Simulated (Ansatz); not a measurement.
# TaN: the cost of one run

All numbers below are computed with Ansatz 0.2.0 (DFT PBE, plane waves, PAW, scalar-relativistic, no spin polarisation).

## Step 1: The system as given

The cell holds 16 atoms (N8Ta8): a = 6.070 Å, b = 5.257 Å, c = 5.967 Å, α = 90.00°, β = 90.00°, γ = 90.00°.

Structure file:

```xyz
16
Lattice="-3.0348 -5.2565 0.0000 4.5523 -2.6283 0.0000 0.0000 0.0000 5.9669" Properties=species:S:1:pos:R:3 pbc="T T T"
Ta    0.0000   -5.2565    1.4917
N     1.5174   -4.3804    0.0000
Ta    0.0000   -5.2565    4.4752
N     1.5174   -4.3804    2.9835
Ta   -1.5174   -2.6283    1.4917
N     0.0000   -1.7522    0.0000
Ta   -1.5174   -2.6283    4.4752
N     0.0000   -1.7522    2.9835
Ta    1.5174   -2.6283    1.4917
N     3.0348   -1.7522    0.0000
Ta    1.5174   -2.6283    4.4752
N     3.0348   -1.7522    2.9835
Ta    0.0000    0.0000    1.4917
N    -1.5174   -4.3804    0.0000
Ta    0.0000    0.0000    4.4752
N    -1.5174   -4.3804    2.9835
```

## Step 2: Dynamics

430 steps of 1.5 fs under a Langevin thermostat, set from 300 K to 2000 K by a schedule.

Contents of input.yaml:

```yaml
crystal:
  lattice:
    - [-3.034844, -5.256504, 0.0]
    - [4.552266, -2.628252, 0.0]
    - [0.0, 0.0, 5.966941]
  atoms:
    - { symbol: Ta, position: [0.75, 0.5, 0.25] }
    - { symbol: "N", position: [0.5, 0.6666667, 0.0] }
    - { symbol: Ta, position: [0.75, 0.5, 0.75] }
    - { symbol: "N", position: [0.5, 0.6666667, 0.5] }
    - { symbol: Ta, position: [0.5, 0.0, 0.25] }
    - { symbol: "N", position: [0.25, 0.1666667, 0.0] }
    - { symbol: Ta, position: [0.5, 0.0, 0.75] }
    - { symbol: "N", position: [0.25, 0.1666667, 0.5] }
    - { symbol: Ta, position: [0.25, 0.5, 0.25] }
    - { symbol: "N", position: [0.0, 0.6666667, 0.0] }
    - { symbol: Ta, position: [0.25, 0.5, 0.75] }
    - { symbol: "N", position: [0.0, 0.6666667, 0.5] }
    - { symbol: Ta, position: [0.0, 0.0, 0.25] }
    - { symbol: "N", position: [0.75, 0.1666667, 0.0] }
    - { symbol: Ta, position: [0.0, 0.0, 0.75] }
    - { symbol: "N", position: [0.75, 0.1666667, 0.5] }
basis:
  ecutwfc: 420.0
kpoints:
  mp_grid: { grid: [2, 2, 2] }
hamiltonian:
  xc: pbe
  pseudopotentials: { kind: paw, azcp: { folder: soft_1 } }
scf:
  occupations: { method: fermi_dirac, width: 0.17 }
  lower_state_search: "off"
md:
  timestep: 1.5
  n_steps: 430
  ensemble: nvt_langevin
  temperature: 300.0
  initial_velocities: maxwell_boltzmann
  seed: 162891
  friction: 0.02
  temperature_schedule: [{ n_steps: 430, end_temperature: 2000.0 }]
```

Command:

```
$ ansatz run input.yaml --threads 1 --pin off --max-ram 3072MiB --backend cpu --events-out ev --progress --plain --runs-dir out
```

Q: Estimate wall time and peak memory on 1 thread of AMD EPYC 7R13 (Zen 3), shared host.

About 29 min, with a peak of 0.72 GiB.
